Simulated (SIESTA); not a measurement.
Hf3Cu4Ge2:

```xyz
9
Lattice="6.3240 0.0000 0.0000 -3.1620 5.4767 0.0000 0.0000 0.0000 3.9798" Properties=species:S:1:pos:R:3 pbc="T T T"
Hf    3.7274    0.0000    1.9899
Hf    1.2983    2.2487    1.9899
Hf   -1.8637    3.2280    1.9899
Ge    0.0000    3.6512    0.0000
Ge    3.1620    1.8256    0.0000
Cu   -0.7568    1.3109    0.0000
Cu    2.4052    4.1658    0.0000
Cu    1.5137    0.0000    0.0000
Cu    0.0000    0.0000    1.9899
```

The cell comes from a database or a generator and needn't be the stable form of this composition.

```yaml
Program: SIESTA 5.4.2
Task: single point
Functional: PBEsol
Potentials_or_basis: PseudoDojo 0.4 standard (PBEsol files)
Basis: DZP (energy shift 0.003 Ry; two zetas on semicore shells)
Grid_cutoff: 800 Ry
Energy_shift: 0.003 Ry
k_mesh: 5 × 5 × 7
Occupations: fermi-dirac, width 0.05 eV
Spin: no spin polarisation
```

On this cell: pressure -1.5 GPa; largest force 0.160 eV/Å; band gap on the k mesh none (metal or under the smearing width).

The same run follows on a disturbed copy (atoms moved at random, drawn with an rms of 0.05 Å):

```
Hf Ge Cu
1.0
     6.32400    0.00000    0.00000
    -3.16200    5.47674    0.00000
     0.00000    0.00000    3.97975
Hf Ge Cu
3 2 4
Direct
  0.59030 0.00185 0.50124
  0.41308 0.41218 0.49881
  0.99650 0.58290 0.50339
  0.33166 0.66369 0.99729
  0.66661 0.33768 0.00768
  0.00442 0.24482 0.98938
  0.75854 0.75628 0.99336
  0.23397 0.00092 0.99464
  0.00164 0.99960 0.50037
```

Problem. What does the disturbed cell give?

Solution. The energy (extrapolated to zero smearing) moves by +5.8 meV/atom; pressure -1.3 GPa; largest force 0.612 eV/Å; band gap on the k mesh none (metal or under the smearing width).

Forces on the atoms (eV/Å):
```
Hf  -0.034 -0.162 -0.007
Hf  -0.192 -0.076  0.095
Hf   0.110  0.405 -0.109
Ge  -0.035  0.437  0.190
Ge   0.135 -0.495 -0.333
Cu  -0.092 -0.469  0.214
Cu   0.010  0.465  0.126
Cu   0.240 -0.065  0.139
Cu  -0.142 -0.043 -0.317
```

Stress tensor (GPa, compression positive):
```
-1.36  0.07 -0.03
 0.07 -1.11  0.01
-0.03  0.01 -1.47
```

Caveats: short orbitals over semicore shells can move pressures by several GPa; the basis of atomic orbitals isn't converged, which shifts pressures, moduli and gaps.
